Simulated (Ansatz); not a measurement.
# Gd2Al7Cu (P4mm): the equilibrium volume, part 2 of 2

Aim: the volume at which the pressure of Gd2Al7Cu (P4mm) vanishes.

Ansatz 0.2.0; DFT PBEsol, scalar-relativistic, plane waves, PAW. The steps go on from the part before.

## 3. Full relaxation

input.yaml reads:

```yaml
crystal:
  lattice:
    - [4.2293372432, 0.0, 0.0]
    - [0.0, 4.2293372432, 0.0]
    - [0.0, 0.0, 10.7755306013]
  atoms:
    - { symbol: Al, position: [0.0, 0.5, 0.2362752824] }
    - { symbol: Al, position: [0.5, 0.0, 0.7552086737] }
    - { symbol: Al, position: [0.5, 0.0, 0.2362752824] }
    - { symbol: Al, position: [0.0, 0.5, 0.7552086737] }
    - { symbol: Al, position: [0.0, 0.0, 0.6137204843] }
    - { symbol: Al, position: [0.0, 0.0, 0.3813864732] }
    - { symbol: Al, position: [0.5, 0.5, 0.9039177357] }
    - { symbol: Cu, position: [0.5, 0.5, 0.1229758449] }
    - { symbol: Gd, position: [0.0, 0.0, 0.9986768189], spin: 7.65 }
    - { symbol: Gd, position: [0.5, 0.5, 0.4963527406], spin: 7.63 }
basis:
  ecutwfc: 420
kpoints:
  mp_grid: { grid: [8, 8, 4] }
hamiltonian:
  xc: pbesol
scf:
  occupations: { method: gaussian, width: 0.05 }
  lower_state_search: "off"
output:
  forces: true
  stress: true
  eigenvalues: true
  populations: true
  hubbard: { sites: [{ species: Gd, l: f }] }
magnetization:
  spin_polarized: true
relax:
  adjacent_minimum: "off"
  f_tol: 0.01
  max_steps: 50
  cell: { stress_tol: 0.1 }
```

On the command line:

```sh
> ansatz run input.yaml --threads 8 --pin off --max-ram 14336MiB --backend cpu --events-out ev --progress --plain --runs-dir out
```

Output:

```text
Warning: RAYON_NUM_THREADS=8 ignored (pool sized by the plan → 8); use --threads N
Gd: projections on atomic orbitals take those of the free atom [Kr 4d10] 4f7 5s2 5p6 5d1 6s2, of charge +0.00 (hamiltonian.pseudopotentials.projection_atoms); the dataset's partial waves leave at most 2.5e-4 of an orbital's norm unspanned inside its sphere
Engine: ansatz 0.2.0, aarch64-unknown-linux-gnu
Pseudopotentials: kind: paw
Pseudopotential: Al, paw, valence charge 3, recommended cutoff 420 eV (normal), Al.paw.azcp
Pseudopotential: Cu, paw, valence charge 19, recommended cutoff 420 eV (normal), Cu.paw.azcp
Pseudopotential: Gd, paw, valence charge 18, recommended cutoff 420 eV (normal), Gd.paw.azcp
Functional definition: PBEsol
  exchange = pbesol_x
  correlation = pbesol_c
Crystal: 10 atoms, lattice volume = 192.745 Å³
Basis set: ecut = 420 eV, 3721 PW (Γ), exchange–correlation on 60×60×150 points (8 copies of the dense FFT grid, shifted against one another)
Bands: 56, of which v1, the nominal top of the filled ones, is band 38 counted from 1 (37 counted from 0)
Symmetry: 8 space group operations
Space group: P4mm (ITA 99), of the structure as read, at distance tolerance 5.8e-5 Å
Magnetic group: BNS 99.163 (UNI 823), of the structure as read, at distance tolerance 5.8e-5 Å
k-points: 45 of 256 (time reversal used)
Non-local potential: Al, projectors of the file, l = 0: 2, l = 1: 2, l = 2: 1
Non-local potential: Cu, projectors of the file, l = 0: 3, l = 1: 2, l = 2: 3, l = 3: 1
Non-local potential: Gd, projectors of the file, l = 0: 3, l = 1: 2, l = 2: 2, l = 3: 3
PAW form: soft (Blöchl's): semilocal exchange-correlation on the pseudo side does not see the compensation charge
PAW frozen core: Al, regenerated for the run's functional, and the local potential with it (the file was generated under x = pbe(κ = 0.804, μ = 0.2195149727645171), c = pbe(β = 0.06672455060314922))
PAW frozen core: Cu, regenerated for the run's functional, and the local potential with it (the file was generated under x = pbe(κ = 0.804, μ = 0.2195149727645171), c = pbe(β = 0.06672455060314922))
PAW frozen core: Gd, regenerated for the run's functional, and the local potential with it (the file was generated under x = pbe(κ = 0.804, μ = 0.2195149727645171), c = pbe(β = 0.06672455060314922))
PAW one-centre angular grid: Al, 110 points (default); XC on 64 Gauss nodes
PAW one-centre angular grid: Cu, 590 points (default); XC on 64 Gauss nodes
PAW one-centre angular grid: Gd, 590 points (default); XC on 64 Gauss nodes
Initial density: superposition of atomic densities (chi_scale 0.1, normalization cell)
Starting moments: Σ|m| = 15.28 μB on 2 of 10 sites
Initial wavefunctions: pseudopotential atomic-orbital guess
Functional: x = pbesol(κ = 0.804, μ = 0.12345679012345678), c = pbesol(β = 0.046)
SCF iter   1: F=—  HF=-28719.074077 eV  |F-HF|=—  |Δ(HF+E_count)|=         —  Δρ=1.80e-1 (↑1.53e-1 ↓1.80e-1)  dr2=5.01e1  dr2_m=3.55e1  M=14.637 μB ∫|m|=15.248 μB  β_m=1.00  ethr=3.10e-3  ⟨swp⟩=7.9  Hψ=22305  notcnv=0  defer=6
preconditioner: auto → Kerker (q_TF=auto, 2.336 Å⁻¹)  [metal: Δε(μ)=0.009 eV  Ē_g=6.543 eV  σ=0.050 eV  W_gap=0.10  n_scr=48 (ndim 8)  ℏωp=20.4 eV  f_vac=0.000  D(μ)=5.13/eV (n_scr^D=38)]
spin=Collinear: Kerker preconditioning applied to the charge; magnetization (m = ρ↑ − ρ↓) channel mixes plain (no charge-response kernel on spin).
SCF iter   2: F=—  HF=-28711.967124 eV  |F-HF|=—  |Δ(HF+E_count)|=    7.11e0  Δρ=4.50e-2 (↑4.50e-2 ↓3.86e-2)  dr2=7.94e0  dr2_m=1.59e-1  M=13.834 μB ∫|m|=14.378 μB  β_m=0.30  ethr=3.10e-3  ⟨swp⟩=3.7  Hψ=14582  notcnv=0  defer=493
SCF iter   3: F=—  HF=-28715.591486 eV  |F-HF|=—  |Δ(HF+E_count)|=    3.62e0  Δρ=1.46e-2 (↑1.13e-2 ↓1.46e-2)  dr2=1.24e0  dr2_m=1.03e-1  M=13.951 μB ∫|m|=14.490 μB  β_m=0.30  ethr=3.10e-3  ⟨swp⟩=3.0  Hψ=12222  notcnv=0  defer=539
SCF iter   4: F=—  HF=-28717.964738 eV  |F-HF|=—  |Δ(HF+E_count)|=    2.37e0  Δρ=1.12e-2 (↑7.76e-3 ↓1.12e-2)  dr2=6.41e-1  dr2_m=4.20e-2  M=13.911 μB ∫|m|=14.428 μB  β_m=0.30  ethr=1.63e-3  ⟨swp⟩=2.7  Hψ=8987  notcnv=0  defer=531
SCF iter   5: F=—  HF=-28719.051354 eV  |F-HF|=—  |Δ(HF+E_count)|=    1.09e0  Δρ=1.01e-2 (↑6.75e-3 ↓1.01e-2)  dr2=3.30e-1  dr2_m=2.50e-2  M=13.908 μB ∫|m|=14.438 μB  β_m=1.00  ethr=8.43e-4  ⟨swp⟩=3.3  Hψ=10307  notcnv=0  defer=528
SCF iter   6: F=—  HF=-28719.516173 eV  |F-HF|=—  |Δ(HF+E_count)|=   4.65e-1  Δρ=6.52e-3 (↑6.52e-3 ↓6.14e-3)  dr2=2.23e-1  dr2_m=4.86e-3  M=13.863 μB ∫|m|=14.358 μB  β_m=0.30  ethr=4.34e-4  ⟨swp⟩=2.5  Hψ=9647  notcnv=0  defer=528
SCF iter   7: F=—  HF=-28719.807194 eV  |F-HF|=—  |Δ(HF+E_count)|=   2.91e-1  Δρ=3.97e-3 (↑2.99e-3 ↓3.97e-3)  dr2=6.85e-2  dr2_m=5.77e-3  M=13.808 μB ∫|m|=14.305 μB  β_m=0.30  ethr=2.94e-4  ⟨swp⟩=2.3  Hψ=8557  notcnv=0  defer=532
SCF iter   8: F=—  HF=-28719.944863 eV  |F-HF|=—  |Δ(HF+E_count)|=   1.38e-1  Δρ=3.15e-3 (↑2.80e-3 ↓3.15e-3)  dr2=3.88e-2  dr2_m=2.56e-3  M=13.848 μB ∫|m|=14.327 μB  β_m=0.30  ethr=9.01e-5  ⟨swp⟩=2.4  Hψ=8451  notcnv=0  defer=532
SCF iter   9: F=—  HF=-28720.017853 eV  |F-HF|=—  |Δ(HF+E_count)|=   7.30e-2  Δρ=1.39e-3 (↑1.14e-3 ↓1.39e-3)  dr2=3.96e-3  dr2_m=1.52e-3  M=13.867 μB ∫|m|=14.341 μB  β_m=1.00  ethr=5.11e-5  ⟨swp⟩=2.0  Hψ=8474  notcnv=0  defer=532
SCF iter  10: F=—  HF=-28720.051610 eV  |F-HF|=—  |Δ(HF+E_count)|=   3.38e-2  Δρ=8.13e-4 (↑6.18e-4 ↓8.13e-4)  dr2=3.18e-3  dr2_m=6.54e-5  M=13.877 μB ∫|m|=14.341 μB  β_m=1.00  ethr=5.21e-6  ⟨swp⟩=2.0  Hψ=7568  notcnv=0  defer=532
SCF iter  11: F=—  HF=-28720.071854 eV  |F-HF|=—  |Δ(HF+E_count)|=   2.02e-2  Δρ=6.07e-4 (↑4.85e-4 ↓6.07e-4)  dr2=2.16e-3  dr2_m=1.60e-5  M=13.883 μB ∫|m|=14.345 μB  β_m=0.30  ethr=4.19e-6  ⟨swp⟩=2.1  Hψ=6124  notcnv=0  defer=532
Mixer restart at iter 11: flushing history
spin-set hold released at iteration 11 (site moments contracting): the magnetisation degrees of freedom join the quasi-Newton model from the next iteration; the mixer history was flushed
SCF iter  12: F=—  HF=-28720.082490 eV  |F-HF|=—  |Δ(HF+E_count)|=   1.06e-2  Δρ=2.63e-4 (↑1.97e-4 ↓2.63e-4)  dr2=4.41e-4  dr2_m=1.77e-5  M=13.880 μB ∫|m|=14.342 μB  β_m=0.65  ethr=2.85e-6  ⟨swp⟩=2.1  Hψ=6592  notcnv=0  defer=532
SCF iter  13: F=—  HF=-28720.096878 eV  |F-HF|=—  |Δ(HF+E_count)|=   1.44e-2  Δρ=2.42e-3 (↑1.14e-3 ↓2.42e-3)  dr2=2.33e-2  dr2_m=1.34e-3  M=13.912 μB ∫|m|=14.374 μB  β_m=0.45  ethr=5.80e-7  ⟨swp⟩=2.5  Hψ=9027  notcnv=0  defer=532
SCF iter  14: F=—  HF=-28720.093197 eV  |F-HF|=—  |Δ(HF+E_count)|=   3.68e-3  Δρ=2.31e-4 (↑8.61e-5 ↓2.31e-4)  dr2=2.16e-4  dr2_m=1.20e-5  M=13.890 μB ∫|m|=14.351 μB  β_m=0.56  ethr=5.80e-7  ⟨swp⟩=2.5  Hψ=9071  notcnv=0  defer=532
SCF iter  15: F=—  HF=-28720.093175 eV  |F-HF|=—  |Δ(HF+E_count)|=   2.23e-5  Δρ=1.91e-4 (↑8.32e-5 ↓1.91e-4)  dr2=1.55e-4  dr2_m=1.10e-5  M=13.886 μB ∫|m|=14.347 μB  β_m=0.50  ethr=2.84e-7  ⟨swp⟩=2.2  Hψ=7585  notcnv=0  defer=526
SCF iter  16: F=—  HF=-28720.093158 eV  |F-HF|=—  |Δ(HF+E_count)|=   1.66e-5  Δρ=6.35e-5 (↑3.38e-5 ↓6.35e-5)  dr2=1.92e-5  dr2_m=1.96e-6  M=13.887 μB ∫|m|=14.348 μB  β_m=0.52  ethr=2.04e-7  ⟨swp⟩=2.0  Hψ=6210  notcnv=0  defer=526
SCF iter  17: F=—  HF=-28720.093079 eV  |F-HF|=—  |Δ(HF+E_count)|=   7.91e-5  Δρ=3.91e-5 (↑3.91e-5 ↓3.79e-5)  dr2=6.77e-6  dr2_m=5.03e-7  M=13.887 μB ∫|m|=14.348 μB  β_m=0.54  ethr=2.52e-8  ⟨swp⟩=2.1  Hψ=6261  notcnv=0  defer=526
SCF iter  18: F=—  HF=-28720.093079 eV  |F-HF|=—  |Δ(HF+E_count)|=   2.32e-7  Δρ=4.79e-5 (↑8.26e-6 ↓4.79e-5)  dr2=4.62e-6  dr2_m=1.09e-6  M=13.886 μB ∫|m|=14.347 μB  β_m=0.57  ethr=8.91e-9  ⟨swp⟩=2.6  Hψ=7678  notcnv=0  defer=526
SCF iter  19: F=—  HF=-28720.093079 eV  |F-HF|=—  |Δ(HF+E_count)|=   5.89e-8  Δρ=7.45e-6 (↑3.01e-6 ↓7.45e-6)  dr2=1.67e-7  dr2_m=1.75e-8  M=13.886 μB ∫|m|=14.347 μB  β_m=0.79  ethr=6.08e-9  ⟨swp⟩=2.0  Hψ=6061  notcnv=0  defer=526
SCF iter  20: F=-28720.093079 eV  HF=-28720.093079 eV  |F-HF|=1.44e-8  |Δ(HF+E_count)|=   1.55e-8  Δρ=1.85e-6 (↑8.44e-7 ↓1.85e-6)  dr2=1.65e-8  dr2_m=1.23e-9  M=13.886 μB ∫|m|=14.348 μB  ethr=1.32e-10  ⟨swp⟩=13.5  Hψ=23895  notcnv=0
SCF 1 converged in 20 iterations: F = -28720.093079 eV  dr2 = 1.65e-8
relax step   1: F+E_penalty+E_count = -28720.09307943 eV  Δ(F+E_penalty+E_count) = +0.000e0 eV  max|allowed force component| = 3.264e-1 eV/Å  Δτ_max = 0.0000 Å  P = -1.731 GPa  Ω = 192.745 Å³  (20 SCF iters, dr2 threshold 1.00e-7 eV, accepted)
[... 23 lines left out ...]
relax step   2: F+E_penalty+E_count = -28720.16139000 eV  Δ(F+E_penalty+E_count) = -6.831e-2 eV  max|allowed force component| = 1.461e-1 eV/Å  Δτ_max = 0.0327 Å  P = +0.337 GPa  Ω = 187.232 Å³  energy of the carried Pulay correction = +1.639e-3 eV  (12 SCF iters, dr2 threshold 1.00e-6 eV, accepted)
[... 16 lines left out ...]
relax step   3: F+E_penalty+E_count = -28720.16429798 eV  Δ(F+E_penalty+E_count) = -2.908e-3 eV  max|allowed force component| = 6.801e-2 eV/Å  Δτ_max = 0.0174 Å  P = +0.056 GPa  Ω = 187.826 Å³  energy of the carried Pulay correction = +1.460e-3 eV  (10 SCF iters, dr2 threshold 1.00e-6 eV, accepted)
[... 14 lines left out ...]
relax step   4: F+E_penalty+E_count = -28720.16457745 eV  Δ(F+E_penalty+E_count) = -2.795e-4 eV  max|allowed force component| = 1.576e-2 eV/Å  Δτ_max = 0.0063 Å  P = +0.006 GPa  Ω = 187.924 Å³  energy of the carried Pulay correction = +1.431e-3 eV  (9 SCF iters, dr2 threshold 2.89e-7 eV, accepted)
[... 14 lines left out ...]
relax step   5: F+E_penalty+E_count = -28720.16459199 eV  Δ(F+E_penalty+E_count) = -1.454e-5 eV  max|allowed force component| = 4.728e-3 eV/Å  Δτ_max = 0.0022 Å  P = -0.009 GPa  Ω = 187.945 Å³  energy of the carried Pulay correction = +1.424e-3 eV  (9 SCF iters, dr2 threshold 1.55e-8 eV, accepted)
[... 14 lines left out ...]
relax step   6: F+E_penalty+E_count = -28720.16350263 eV  Δ(F+E_penalty+E_count) = +1.089e-3 eV  max|allowed force component| = 4.661e-3 eV/Å  Δτ_max = 0.0000 Å  P = -0.015 GPa  Ω = 187.945 Å³  stress off target by 1.86e-2 GPa  SCF on the basis re-selected at this cell (its energy is not comparable with the rows above)  (8 SCF iters)
basis re-selected at this cell: Δ(F+E_penalty+E_count) = +1.089e-3 eV, ΔP = -0.006 GPa vs the last step (what re-selecting the basis moved, of the pressure what is left beyond the Pulay correction that the steps carried, after the strain that the cell walked since its last selection, with what the two solves' SCF thresholds leave and, on support functions, any second-order correction that the steps lacked; it is no measure of the basis error at this ecutwfc). This SCF's stress stands 1.86e-2 GPa from its target on what of the cell is left free (relax.cell.stress_tol is 1.00e-1 GPa) and its largest allowed force component is 4.66e-3 eV/Å (relax.f_tol is 1.00e-2 eV/Å): within both
SCF converged after 8 iterations
Magnetization: 13.8981 μB (44.9491 up, 31.0509 down)
Absolute magnetization: 14.3459 μB (∫|ρ↑−ρ↓|, with the PAW one-centre terms)
Spin contamination: 0.1400 ħ² per cell (⟨S²⟩ above its minimum at these occupations)
Per-site moments (μB) at R_I (Å): [(-0.0159898282818379, 1.0033934906751287), (-0.019480939535499283, 1.0784647450724336), (-0.015989828281837797, 1.0033934906751287), (-0.019480939535499675, 1.0784647450724336), (-0.013043217792197382, 1.020400327362143), (-0.013978021937586443, 1.020400327362143), (-0.010073631008984405, 0.9557285857803766), (-0.005534000078305638, 0.9557285857803766), (6.966006073201526, 1.28003465308654), (6.936905507071696, 1.3126117151659853)]
Free energy (F): -28720.163503 eV
Harris-Foulkes:  -28720.163503 eV  (|F-HF|=1.42e-10)
Internal energy: -28720.158105 eV  (E = F + TS)
E sigma→0 (E₀):  -28720.160804 eV
Entropy (-TS):   -0.005398 eV (-0.540 meV/atom)
Fermi energy:    10.232817 eV
--- Per-component energies (eV) ---
  E_band       = -521.171019
  E_kinetic    = 1266.514323
  E_local      = -12686.383038  (includes V_loc(G=0)·N_el)
  E_nonlocal   = 1049.100753
  E_hartree    = 5678.084552
  E_xc         = -828.493329
  E_vxc        = -824.815540  (∫ρ·V_xc dr)
  E_paw        = -17502.288178  (= ΣΔE_a)
  E_vpaw       = -681.756288  (= ΣTr[D̂ρ^β])
  E_aug_tail   = 0.000243  (compensation charges beyond the density's cutoff)
  E_ewald      = -5698.355948
  E_core_change = 1.662517  (= ΣΔE_core)
  E_smearing   = -0.005398  (= −TS)
  E_closure    = 0.000000  (closes the sum)
  Σ components = -28720.163503   (vs F -28720.163503, Δ=0.00e0)
--- Forces (eV/Å), atoms counted from 1 ---
  atom   1  Al    -0.00000000     0.00000000    -0.00466099
  atom   2  Al    -0.00000000     0.00000000     0.00029316
  atom   3  Al     0.00000000     0.00000000    -0.00466099
  atom   4  Al     0.00000000     0.00000000     0.00029316
  atom   5  Al     0.00000000     0.00000000    -0.00143074
  atom   6  Al    -0.00000000     0.00000000     0.00013414
  atom   7  Al    -0.00000000     0.00000000     0.00271292
  atom   8  Cu    -0.00000000     0.00000000     0.00307262
  atom   9  Gd    -0.00000000     0.00000000     0.00366000
  atom  10  Gd    -0.00000000     0.00000000     0.00058937
  max |Σ_I F_I| component: 2.64e-6 eV/Å
--- Stress (GPa, compression-positive) ---
       -0.018605       0.000000      -0.000000
        0.000000      -0.018605       0.000000
       -0.000000       0.000000      -0.009218
  P = ⅓ Tr σ = -0.0155 GPa (-0.155 kbar)
--- Band table (eV; the first three rows and the last of 90) ---
  k-point 0 ↑: bands = ["-103.1417", "-60.6924", "-60.6249", "-60.6249", "-34.9247", "-34.8497", "-12.4392", "-12.3669", "-12.3237", "-12.3237", "-12.2248", "-12.2248", "0.2315", "1.0396", "2.5937", "5.0708", "5.4263", "5.5237", "5.5943", "5.5943", "5.6061", "5.6279", "5.6355", "5.6355", "5.6452", "5.6452", "5.6551", "5.6701", "5.6701", "5.6895", "5.7897", "5.8409", "6.1031", "6.1031", "6.2872", "6.4495", "7.9338", "7.9338", "8.3335", "8.6251", "8.6251", "9.0817", "9.2341", "10.0325", "10.3123", "10.5469", "10.5469", "11.0500", "11.3231", "11.3231", "12.1539", "12.4368", "12.5994", "12.6043", "13.1608", "13.3589"]
[... 3 lines left out ...]
--- Relaxed structure (5 steps of the walk, 5 accepted, 1 SCFs on fresh bases) ---
  F+E_penalty+E_count = -28720.16350263 eV   max|allowed force component| = 4.661e-3 eV/Å   (the final SCF, on the basis selected at the relaxed cell)
  cell:  # Å, volume = 187.9451 Å³
    - [4.146322252076757, 0.0, -7.614571391864756e-33]
    - [0.0, 4.146322252076757, 0.0]
    - [-1.940045031422956e-32, 0.0, 10.932131286739125]
  atoms:
    - { symbol: Al, position: [3.5291479990155116e-35, 0.49999999999999994, 0.23486699874543135] }
    - { symbol: Al, position: [0.49999999999999994, 0.0, 0.7564513921752497] }
    - { symbol: Al, position: [0.49999999999999994, 0.0, 0.23486699874543135] }
    - { symbol: Al, position: [5.806017675799683e-35, 0.49999999999999994, 0.7564513921752497] }
    - { symbol: Al, position: [-5.566946359737376e-34, 0.0, 0.610741187141675] }
    - { symbol: Al, position: [6.27277595954048e-34, 0.0, 0.3844634652208997] }
    - { symbol: Al, position: [0.49999999999999994, 0.49999999999999994, 0.906542985270856] }
    - { symbol: Cu, position: [0.49999999999999994, 0.49999999999999994, 0.11847949819221731] }
    - { symbol: Gd, position: [-2.1630261929450362e-35, 0.0, 0.9995281116829328] }
    - { symbol: Gd, position: [0.49999999999999994, 0.49999999999999994, 0.49760598045005694] }
--- Löwdin populations: 10 sites ---
  site symbol       q [e]    m [muB]
     0     Al      3.1937    -0.0435
     1     Al      2.9685    -0.0377
     2     Al      3.1937    -0.0435
     3     Al      2.9685    -0.0377
     4     Al      3.1289    -0.0301
     5     Al      3.1439    -0.0339
     6     Al      3.2296    -0.0299
     7     Cu     18.3414    -0.0060
     8     Gd     17.8318     7.1067
     9     Gd     17.6550     7.0685
  spilling = 0.004539 (of n_electrons = 76.000000)
--- Occupation matrices: 2 shells (Löwdin-built; ε = 2.00e-2, provisional) ---
  Gd8 f_4F: site group C4v (4mm)
  Gd8 f_4F up     Tr n = 6.9918  λ = 0.998 0.999 0.999 0.999 0.999 0.999 0.999  [7× z3 0.14 E(0.57)]
  Gd8 f_4F dn     Tr n = 0.1366  λ = 0.013 0.013 0.016 0.021 0.021 0.024 0.029  [7× z3 0.14 E(0.57)]
  Gd9 f_4F: site group C4v (4mm)
  Gd9 f_4F up     Tr n = 6.9918  λ = 0.998 0.999 0.999 0.999 0.999 0.999 0.999  [7× z3 0.14 E(0.57)]
  Gd9 f_4F dn     Tr n = 0.1772  λ = 0.011 0.011 0.018 0.024 0.024 0.041 0.048  [7× z3 0.14 E(0.57)]
  Tr n, λ and their labels are of the run-group-symmetrised matrices; stabiliser: 8 of 16 elements of G0×{1,Θ} (closed), max defect 7.1e-15 at τ = 4.2e-3
```

It took 1.8 min on 8 threads of Arm Neoverse V1, shared host; peak memory 1.2 GiB.

Relaxation path:

| step | energy from step 1 (meV/atom) | largest force component (eV/Å) | pressure (GPa) | volume (Å³/atom) |
| --- | --- | --- | --- | --- |
| 1 | 0.0 | 0.326 | -1.73 | 19.275 |
| 2 | -6.8 | 0.146 | 0.34 | 18.723 |
| 3 | -7.1 | 0.068 | 0.06 | 18.783 |
| 4 | -7.1 | 0.016 | 0.01 | 18.792 |
| 5 | -7.2 | 0.005 | -0.01 | 18.795 |
| 6 | -7.0 | 0.005 | -0.02 | 18.795 |

Step 1 is the start. Step 6 repeats the geometry before it on a plane-wave basis chosen anew for the final cell, which shifts the energy by +0.1 meV/atom. The run keeps the 8 symmetry operations that it found, so it can't reach a distortion that breaks them.

Result: volume 18.795 Å³/atom, pressure -0.02 GPa, no gap, moments in the atoms' spheres Gd 6.97, 6.94 μB.

## 4. The cell, before and after

The cell before and after:

| cell as typed | before | after | change |
| --- | --- | --- | --- |
| a (Å) | 4.229 | 4.146 | -2.0 % |
| b (Å) | 4.229 | 4.146 | -2.0 % |
| c (Å) | 10.776 | 10.932 | +1.5 % |
| volume (Å³/atom) | 19.275 | 18.795 | -2.5 % |
| shortest distance (Å) | 2.360 | 2.317 | -1.8 % |
| space group | P4mm | P4mm | same |

## 5. What came out

This closing draws on all 2 parts. Changes of volume or cell count from the first structure of part 1.

| quantity | value |
| --- | --- |
| volume | 18.795 Å³/atom |
| pressure | -0.02 GPa |
| conventional cell | a = 4.146 Å, b = 4.146 Å, c = 10.932 Å, α = 90.00°, β = 90.00°, γ = 90.00° |
| gap on the mesh | none (metal) |
| spin moments in spheres | Gd 6.97, 6.94 μB |

From the first run shown, the volume went from 19.27 to 18.79 Å³/atom (-2.5 %) in 2 runs, where the pressure is zero within 0.02 GPa. No U acts on the 4f shell, so its levels can lie too near the Fermi level. Spin–orbit coupling is left out, though the cell holds Gd; it splits the 4f levels.
